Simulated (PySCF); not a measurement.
# Ge2H8Si: the cost of one run

The runs use PySCF 2.14.0, with density-fitted response routines of our own; the level of theory stands in each step. All values are computed, except where a source is named. Atoms count from 0, in the outputs and in this text.

## (1) The molecule as given

11 atoms, charge 0, multiplicity 1; geometry from: GFN2-xTB. The atoms were then displaced at random by about 0.01 Å, so the start is not that level's minimum.

Bonds of the start (Å): Si0–Ge1 2.35, Ge1–Ge2 2.40, Si0–H3 1.46, Si0–H4 1.49, Si0–H5 1.47, Ge1–H6 1.52, Ge1–H7 1.51, Ge2–H8 1.48, Ge2–H9 1.52, Ge2–H10 1.49.

## (2) Optimising the geometry at PBE0-D3(BJ)/def2-SVP

The job: settings as JSON, then the geometry in Å.

```
{"job": {"xc": "PBE0", "basis": "def2-SVP", "d3": "d3bj", "grid": 1, "shake": 0.01, "kind": "geom"}, "charge": 0, "multiplicity": 1}
Si     1.985890     0.743100    -0.005950
Ge     0.225600    -0.814450    -0.106250
Ge    -2.054540    -0.089920     0.076870
H      3.298940     0.116120    -0.153050
H      1.809320     1.736970    -1.101600
H      1.923170     1.485980     1.265840
H      0.412210    -1.901030     0.936240
H      0.309420    -1.639910    -1.372660
H     -2.457100     0.895740    -0.955920
H     -2.345330     0.625690     1.380870
H     -3.069470    -1.184120     0.019950
```

Launch:

```bash
> OMP_NUM_THREADS=1 python probes_run.py task.json out
```

This one command runs all jobs of the session in turn.

Q: Estimate the wall time and peak memory of this first job on 1 thread of Arm Neoverse V2, shared host.

About 40 s, with a peak of 0.51 GiB.
